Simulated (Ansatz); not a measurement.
# H3ISSi: the cost of one run

Method: RKS PBE0/def2-SVP, in Ansatz 0.2.0.

## 1. The structure to begin with

Bond lengths: S1–Si2 2.142 Å, Si2–I3 2.465 Å, S1–H4 1.326 Å, Si2–H5 1.449 Å, Si2–H6 1.444 Å. Angles: S1–Si2–I3 110.8°, S1–Si2–H5 109.8°, S1–Si2–H6 105.3°, I3–Si2–H5 106.1°, I3–Si2–H6 108.3°, H5–Si2–H6 116.7°, Si2–S1–H4 96.8°.

Structure file:

```xyz
6

S    -0.9827   -1.4123   -0.1637
Si    0.4909    0.0784    0.2755
I    -0.5333    2.3183    0.3747
H    -1.4299   -0.8641   -1.2851
H     1.4692    0.1317   -0.7926
H     0.9858   -0.2519    1.5911
```

## 2. Relaxing the start

Contents of input.yaml:

```yaml
crystal:
  periodic: [false, false, false]
  atoms:
    - { symbol: S, position_ang: [-0.98268, -1.41228, -0.16368] }
    - { symbol: Si, position_ang: [0.49094, 0.07835, 0.27552] }
    - { symbol: I, position_ang: [-0.53333, 2.31829, 0.37474] }
    - { symbol: H, position_ang: [-1.42987, -0.86413, -1.28507] }
    - { symbol: H, position_ang: [1.46918, 0.13169, -0.79262] }
    - { symbol: H, position_ang: [0.98576, -0.25192, 1.59113] }
basis:
  gaussian: { orbitals: def2-SVP }
hamiltonian:
  xc: pbe0
relax:
  f_tol: 0.02
  max_steps: 40
```

On the command line:

```console
$ ansatz run input.yaml --threads 1 --pin off --max-ram 2048MiB --backend cpu --events-out ev --progress --plain --runs-dir out
```

Q: Estimate wall time and peak memory on 1 thread of Arm Neoverse V2, shared host.

About 24 s, with a peak of 0.16 GiB.
